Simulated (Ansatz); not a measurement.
# InH3: the cost of one run

Program: Ansatz 0.2.0. Level of theory: DFT PBE, scalar-relativistic, plane waves, PAW. These are calculated values, not measurements.

**1. The system as given**

It takes space group P6/mmm (No. 191, hexagonal). The conventional cell has a = 7.652 Å, b = 7.652 Å, c = 3.927 Å, α = 90.00°, β = 90.00°, γ = 120.00°. Around In (site symmetry mmm) lie 6 H at 1.91 to 1.96 Å. H (site symmetry mmm) is surrounded by 2 In at 1.96 Å. H (site symmetry mm2) is surrounded by 2 In at 1.91 Å and 2 H at 1.91 Å.

As a file:

```
CELL_PARAMETERS angstrom
7.65192 0.00000 0.00000
-3.82596 6.62676 0.00000
0.00000 0.00000 3.92710
ATOMIC_POSITIONS crystal
In 0.50000 0.00000 0.00000
In 0.50000 0.50000 0.00000
In 0.00000 0.50000 0.00000
H 0.50000 0.00000 0.50000
H 0.50000 0.75000 0.00000
H 0.50000 0.25000 0.00000
H 0.25000 0.75000 0.00000
H 0.75000 0.25000 0.00000
H 0.50000 0.50000 0.50000
H 0.25000 0.50000 0.00000
H 0.75000 0.50000 0.00000
H 0.00000 0.50000 0.50000
```

The cell is invented: 6-connected net, bridging atoms on its edges (P6/mmm, No. 191). Lengths come from tabulated atomic sizes and are only a guess.

**2. Probe: one point on a coarse mesh**

input.yaml reads:

```yaml
crystal:
  lattice:
    - [7.6519192, 0.0, 0.0]
    - [-3.8259596, 6.62675641, 0.0]
    - [0.0, 0.0, 3.9270968]
  atoms:
    - { symbol: In, position: [0.5, 0.0, 0.0] }
    - { symbol: In, position: [0.5, 0.5, 0.0] }
    - { symbol: In, position: [0.0, 0.5, 0.0] }
    - { symbol: H, position: [0.5, 0.0, 0.5] }
    - { symbol: H, position: [0.5, 0.75, 0.0] }
    - { symbol: H, position: [0.5, 0.25, 0.0] }
    - { symbol: H, position: [0.25, 0.75, 0.0] }
    - { symbol: H, position: [0.75, 0.25, 0.0] }
    - { symbol: H, position: [0.5, 0.5, 0.5] }
    - { symbol: H, position: [0.25, 0.5, 0.0] }
    - { symbol: H, position: [0.75, 0.5, 0.0] }
    - { symbol: H, position: [0.0, 0.5, 0.5] }
basis:
  ecutwfc: 420
kpoints:
  mp_grid: { grid: [3, 3, 4] }
hamiltonian:
  xc: pbe
scf:
  occupations: { method: gaussian, width: 0.1 }
  lower_state_search: "off"
output:
  forces: true
  stress: true
  eigenvalues: true
```

Launch:

```sh
$ ansatz run input.yaml --threads 1 --pin off --max-ram 2560MiB --backend cpu --events-out ev --progress --plain --runs-dir out
```

**Question.** How long does this run take on 1 thread of Arm Neoverse V1, shared host, and how much memory does it need?

About 3.5 s, with a peak of 0.4 GiB.
